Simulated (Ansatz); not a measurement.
# ClGaH2OSi: one species, many methods

The task here is to estimate one member of a computed series from the others.

Method: functionals in def2-TZVPP, the program's frozen cores in correlated methods; program: Ansatz 0.2.0, Gaussian basis.

Plan: LDA (SPW92), PBE-D4, revPBE-D4, BLYP-D4, r2SCAN-D4, B97M-V, PBE0-D4, B3LYP-D4, r2SCANh-D4, r2SCAN0-D4, HSE06-D4, BHLYP-D4, CAM-B3LYP-D4, LC-ωPBE, ωB97X-V, ωB97M-V, B2PLYP, PBE-QIDH; CCSD(T)/def2-SVP; CCSD(T)/def2-TZVPP; MP2/def2-QZVPP; extrapolation to the limit; RPA on PBE.

## Structure used throughout

An earlier PBE0-D4 in a triple-zeta def2 set relaxation fixed the geometry.

SMILES `[Cl][Ga]1[O][SiH2]1`, 6 atoms, charge 0, spin multiplicity 1.

Atoms are counted from 1 here; the program's logs count them from 0.

Bond lengths: Cl1–Ga2 2.124 Å, Ga2–O3 1.944 Å, Ga2–Si4 2.293 Å, O3–Si4 1.622 Å, Si4–H5 1.486 Å, Si4–H6 1.486 Å. Angles: Cl1–Ga2–O3 115.1°, Cl1–Ga2–Si4 159.1°, O3–Ga2–Si4 44.1°, Ga2–O3–Si4 79.5°, Ga2–Si4–O3 56.4°, Ga2–Si4–H5 121.4°, Ga2–Si4–H6 121.4°, O3–Si4–H5 119.8°, O3–Si4–H6 119.8°, H5–Si4–H6 109.3°.

The first run:

Contents of in.yaml:

```yaml
crystal:
  periodic: [false, false, false]
  atoms:
    - {symbol: Cl, position_ang: [-0.665756, -3.275121, 0.057115]}
    - {symbol: Ga, position_ang: [0.079871, -1.300360, 0.293273]}
    - {symbol: O, position_ang: [-0.860085, 0.062041, -0.725573]}
    - {symbol: Si, position_ang: [0.262061, 0.968652, 0.016084]}
    - {symbol: H, position_ang: [1.369295, 1.565793, -0.774636]}
    - {symbol: H, position_ang: [-0.143388, 1.914896, 1.087537]}
basis:
  gaussian: {orbitals: def2-TZVPP}
hamiltonian: {xc: lda}
output: {orbitals: {seedname: orbitals}}
```

The run is started by

```sh
> ansatz run in.yaml --threads 2 --pin off --events-out ev --progress --plain --max-ram 4352MiB
```

Steps of the session up to this table: LDA; PBE-D4 (GGA); revPBE-D4 (GGA); BLYP-D4 (GGA); r2SCAN-D4 (meta-GGA); B97M-V (meta-GGA); PBE0-D4 (hybrid); B3LYP-D4 (hybrid); r2SCANh-D4 (hybrid); r2SCAN0-D4 (hybrid); HSE06-D4 (hybrid); BHLYP-D4 (hybrid); CAM-B3LYP-D4 (range-separated); LC-ωPBE (range-separated); ωB97X-V (range-separated); ωB97M-V (range-separated); B2PLYP (double hybrid); PBE-QIDH (double hybrid).

One table of the session follows, with a row left open; its other results are not shown here.

It belongs to the step «Frontier levels by functional». 

| functional | HOMO (eV) | LUMO (eV) | gap (eV) |
| --- | --- | --- | --- |
| LDA (SPW92) | -6.08 | -3.31 | 2.77 |
| PBE-D4 | -5.89 | -3.04 | 2.84 |
| revPBE-D4 | -5.82 | -2.93 | 2.88 |
| BLYP-D4 | -5.76 | -2.94 | 2.82 |
| r2SCAN-D4 | -6.13 | -2.84 | 3.29 |
| B97M-V | -6.12 | -2.87 | 3.25 |
| PBE0-D4 | -6.94 | -2.22 | 4.71 |
| B3LYP-D4 | -6.76 | -2.46 | 4.31 |
| r2SCANh-D4 | -6.52 | -2.55 | 3.97 |
| r2SCAN0-D4 | ? | ? | ? |
| HSE06-D4 | -6.54 | -2.59 | 3.96 |
| BHLYP-D4 | -7.88 | -1.34 | 6.54 |
| CAM-B3LYP-D4 | -8.17 | -1.25 | 6.92 |
| LC-ωPBE | -9.36 | -0.12 | 9.24 |
| ωB97X-V | -9.07 | -0.20 | 8.87 |
| ωB97M-V | -8.96 | -0.40 | 8.56 |

Estimate the missing values for r2SCAN0-D4.

Worked estimate for «HOMO (eV)». Against the share of exact exchange, r2SCAN-D4 (0, -6.13), r2SCANh-D4 (0.1, -6.52) give a slope of -3.90 per unit share; at 0.25 the line stands at -7.10.

The run gave: HOMO (eV): -7.10; LUMO (eV): -2.11; gap (eV): 4.99. In «HOMO (eV)» the line misses by 0.00.
